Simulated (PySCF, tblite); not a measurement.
# C4H7ClOSi2: geometry, infrared bands and NMR shifts

What infrared bands and NMR shifts should C4H7ClOSi2 (`[SiH3]OC1=CC=C(Cl)[SiH2]1`) show?

Computed with tblite 0.8.0 and PySCF 2.14.0, with density-fitted response routines of our own, on a single molecule in the gas phase. Atoms count from 0, in the outputs and in this text.

### 1 The molecule as given

15 atoms, charge 0, multiplicity 1; geometry from: force field or distance geometry start.

Bonds of the start (Å): Si0–O1 1.67, O1–C2 1.37, C2–C3 1.35, C3–C4 1.45, C4–C5 1.35, C5–Cl6 1.71, C5–Si7 1.91, Si7–C2 1.93, Si0–H8 1.48, Si0–H9 1.48, Si0–H10 1.48, C3–H11 1.09, C4–H12 1.08, Si7–H13 1.48, Si7–H14 1.49.

### 2 Geometry optimisation with GFN2-xTB

The job: settings as JSON, then the geometry in Å.

```
{"job": {"kind": "relax", "xc": "GFN2-xTB", "basis": "xTB"}, "charge": 0, "multiplicity": 1}
Si     2.787500    -0.259500     0.208400
O      1.376400    -1.084700    -0.131200
C      0.115800    -0.556000    -0.117000
C     -0.977300    -1.300500    -0.411000
C     -2.268500    -0.638400    -0.364000
C     -2.249300     0.673700    -0.065500
Cl    -3.661400     1.641900     0.020500
Si    -0.459100     1.252700     0.248800
H      3.952100    -1.169000     0.111800
H      2.932400     0.859100    -0.751900
H      2.706100     0.313100     1.576100
H     -0.916900    -2.366100    -0.641000
H     -3.179400    -1.187100    -0.578600
H     -0.196600     1.624600     1.654900
H      0.033900     2.204400    -0.782200
```

Run with:

```bash
$ OMP_NUM_THREADS=1 python probes_run.py task.json out
```

One launch serves the whole session: the jobs run in the order shown.

**Question.** This job is followed by: GFN2-xTB harmonic vibrations, gas phase; GIAO PBE0/pcSseg-1 NMR shielding, non-relativistic, gas phase. Predict these results of the whole session: strongest single infrared mode (GFN2-xTB); zero-point energy (GFN2-xTB); 13C shifts against TMS (PBE0/pcSseg-1); 1H shifts against TMS (PBE0/pcSseg-1, means over atoms taken as alike); 29Si shifts against TMS (PBE0/pcSseg-1); 17O shifts against H2O (PBE0/pcSseg-1); 35Cl shifts against HCl (PBE0/pcSseg-1); surface potential, 1st and 99th percentile.

**Answer**, as computed:

```
                                                              quantity                           value
                             strongest single infrared mode (GFN2-xTB)           1268 cm⁻¹, 491 km/mol
                                          zero-point energy (GFN2-xTB)                   55.8 kcal/mol
                                13C shifts against TMS (PBE0/pcSseg-1)  167.6, 152.0, 134.2, 130.6 ppm
1H shifts against TMS (PBE0/pcSseg-1, means over atoms taken as alike)      6.89, 6.24, 5.00, 4.56 ppm
                               29Si shifts against TMS (PBE0/pcSseg-1)                -37.7, -68.2 ppm
                                17O shifts against H2O (PBE0/pcSseg-1)                       107.3 ppm
                               35Cl shifts against HCl (PBE0/pcSseg-1)                         202 ppm
                                 surface potential, 1st and 99th percentile              -0.76 V and 1.78 V
```

In words: Over 41 steps the energy fell by 0.167 eV; of the close pairs, Si0–O1 changed most, 1.670 to 1.622 Å. No mode is imaginary among the 39: a minimum at this level. The strongest single mode, at 1268 cm⁻¹, moves mainly C2 and O1. GFN2-xTB is a fitted tight-binding method: band positions and strengths are rough. Its intensities can rank the bands wrongly. H12 (hydrogen on an alkene CH) lies farthest downfield among hydrogen, at 6.89 ppm; attached to an sp2 carbon and in the plane of the double bond. At PBE0/pcSseg-1: Shielding is most anisotropic at Cl6 (span 428 ppm, paramagnetic term -397 ppm). At PBE0/pcSseg-1, counted by nearest atom on the grid, the HOMO lies on C2, C5 about 21 % each; C3 17 %, the LUMO on C2, C5 about 21 % each; C4 16 %.
